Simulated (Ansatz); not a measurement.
This script for the Python package of Ansatz (0.2.0) starts 6 runs on AlGeH5O2Si, SMILES [OH][Al]1[O][GeH2][SiH2]1. What input does the engine get in each?

The script, `methods.py`:
```python
# -*- coding: utf-8 -*-
from pathlib import Path
import warnings

import ansatz as az
import numpy as np

warnings.simplefilter('ignore', az.DeckWarning)

geometry_ang = [
    ('O', [-2.5584, 1.1255, 1.3354]),
    ('Al', [-1.1855, 0.2773, 0.5872]),
    ('O', [-0.5587, -1.4757, 0.6183]),
    ('Ge', [1.0177, -1.3526, -0.3946]),
    ('Si', [0.6394, 0.833, -0.8173]),
    ('H', [-2.2683, 1.5184, 2.1915]),
    ('H', [2.2492, -1.6291, 0.4465]),
    ('H', [0.8341, -2.2048, -1.6794]),
    ('H', [1.6454, 1.7196, -0.117]),
    ('H', [0.2681, 1.1372, -2.1677]),
]
system = az.Crystal.molecule()
for symbol, xyz in geometry_ang:
    system = system.atom(symbol, xyz)

calc = (
    system.calculation()
    .basis(gaussian='def2-SVP')
    .accuracy('medium')
    .scf(lower_state_search='light')
)

print('functional    E (Ha)        dipole (D)   HOMO (eV)  LUMO (eV)')
for name in ['cam_b3lyp', 'lc_wpbe', 'r2scan0', 'lda', 'revpbe', 'blyp']:
    data = calc.functional(name).forces().orbitals().run(runs_dir='runs').report
    lines = Path(data['orbitals_path']).read_text().splitlines()
    field_of = lambda key: [line.split('=')[1].strip() for line in lines if line.startswith(key)]
    orbitals = [(27.211386 * float(e), s, float(n)) for e, s, n in zip(field_of('Ene='), field_of('Spin='), field_of('Occup='))]
    homo = max(e for e, _, n in orbitals if n > 0.5)
    lumo = min(e for e, _, n in orbitals if n < 0.5)
    dipole = 4.803205 * np.linalg.norm(data['charge_distribution']['dipole_moment_e_ang'])
    print(f'{name:10s} {data["free_energy_ev"] / 27.211386246:14.6f} {dipole:9.3f} {homo:11.3f} {lumo:10.3f}')
```

Run 1:
```yaml
crystal:
  periodic: [false, false, false]
  atoms:
    - { symbol: O, position_ang: [-2.5584, 1.1255, 1.3354] }
    - { symbol: Al, position_ang: [-1.1855, 0.2773, 0.5872] }
    - { symbol: O, position_ang: [-0.5587, -1.4757, 0.6183] }
    - { symbol: Ge, position_ang: [1.0177, -1.3526, -0.3946] }
    - { symbol: Si, position_ang: [0.6394, 0.833, -0.8173] }
    - { symbol: H, position_ang: [-2.2683, 1.5184, 2.1915] }
    - { symbol: H, position_ang: [2.2492, -1.6291, 0.4465] }
    - { symbol: H, position_ang: [0.8341, -2.2048, -1.6794] }
    - { symbol: H, position_ang: [1.6454, 1.7196, -0.117] }
    - { symbol: H, position_ang: [0.2681, 1.1372, -2.1677] }
accuracy: medium
basis:
  gaussian:
    orbitals: def2-SVP
hamiltonian:
  xc: cam_b3lyp
scf:
  lower_state_search: light
output:
  orbitals: {}
  forces: true
```

Run 2, against run 1:
```diff
-  xc: cam_b3lyp
+  xc: lc_wpbe
```

Run 3, against run 1:
```diff
-  xc: cam_b3lyp
+  xc: r2scan0
```

Run 4, against run 1:
```diff
-  xc: cam_b3lyp
+  xc: lda
```

Run 5, against run 1:
```diff
-  xc: cam_b3lyp
+  xc: revpbe
```

Run 6, against run 1:
```diff
-  xc: cam_b3lyp
+  xc: blyp
```

`python methods.py` gives:
```text
functional    E (Ha)        dipole (D)   HOMO (eV)  LUMO (eV)
cam_b3lyp    -2761.988936     2.250      -8.441     -0.109
lc_wpbe      -2761.374894     2.198      -9.717      0.911
r2scan0      -2761.733157     2.180      -7.419     -1.113
lda          -2755.447957     2.087      -6.129     -2.102
revpbe       -2761.593955     1.903      -5.961     -1.851
blyp         -2761.935249     1.995      -5.841     -1.735
```

Reading the output:
- These settings explore the input space; basis and method may be short of convergence.
- The geometry is a force-field or estimated start, not a minimum of this method, and the basis set is short of its limit. A lower total doesn't mark the better method: functionals have no common bound, and MP2 and coupled cluster aren't variational.
- Levels such as HOMO and LUMO are orbital energies: with these approximate functionals they aren't the ionisation energy and electron affinity, and their gap isn't the fundamental gap.
- Finished in 42 s on 1 thread of Arm Neoverse V1, with other jobs on the host, peak memory 0.42 GiB.

(A comment or docstring line of the script was reworded after the run, the code is as it ran; lines on the test bed's own set-up are left out of the output.)
